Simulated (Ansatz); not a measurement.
# ClFGeH3In: the cost of one run

Method: the settings change from run to run; program: Ansatz 0.2.0, Gaussian basis.

## (1) The geometry

The geometry comes from an earlier relaxation with PBE0-D4 in a triple-zeta def2 set; it is a stationary point, not always the lowest conformer. In takes a core potential in def2 sets; no spin-orbit term is included.

SMILES `[F][In]([Cl])[GeH3]`, 7 atoms, charge 0, spin multiplicity 1.

Atoms are counted from 1 here; the program's logs count them from 0.

Bond lengths: F1–In2 1.948 Å, In2–Cl3 2.321 Å, In2–Ge4 2.579 Å, Ge4–H5 1.534 Å, Ge4–H6 1.533 Å, Ge4–H7 1.532 Å. Angles: F1–In2–Cl3 108.5°, F1–In2–Ge4 122.1°, Cl3–In2–Ge4 129.4°, In2–Ge4–H5 108.0°, In2–Ge4–H6 108.6°, In2–Ge4–H7 109.1°, H5–Ge4–H6 110.1°, H5–Ge4–H7 110.4°, H6–Ge4–H7 110.6°.

## (2) SVWN5/x2c-TZVPPall

Options: multiplicity 3.

The input, in.yaml:

```yaml
crystal:
  periodic: [false, false, false]
  atoms:
    - {symbol: F, position_ang: [-0.120327, -2.369574, 1.648674]}
    - {symbol: In, position_ang: [0.697990, -0.864093, 0.722281]}
    - {symbol: Cl, position_ang: [2.985604, -0.913909, 1.111858]}
    - {symbol: Ge, position_ang: [-0.690110, 0.804732, -0.670877]}
    - {symbol: H, position_ang: [-1.212084, 0.068467, -1.910697]}
    - {symbol: H, position_ang: [-1.864457, 1.295997, 0.183157]}
    - {symbol: H, position_ang: [0.203382, 1.978390, -1.084397]}
basis:
  gaussian: {orbitals: x2c-TZVPPall}
magnetization: {spin_polarized: true, initial_magnetization: 2}
hamiltonian: {xc: {name: SVWN5}}
output: {forces: true}
```

The run is started by

```sh
$ ansatz run in.yaml --threads 4 --pin off --events-out ev --progress --plain --max-ram 10444MiB
```

What time and memory should one allow on 4 threads of Arm Neoverse V1, shared host?

About 11 s, with a peak of 0.5 GiB.
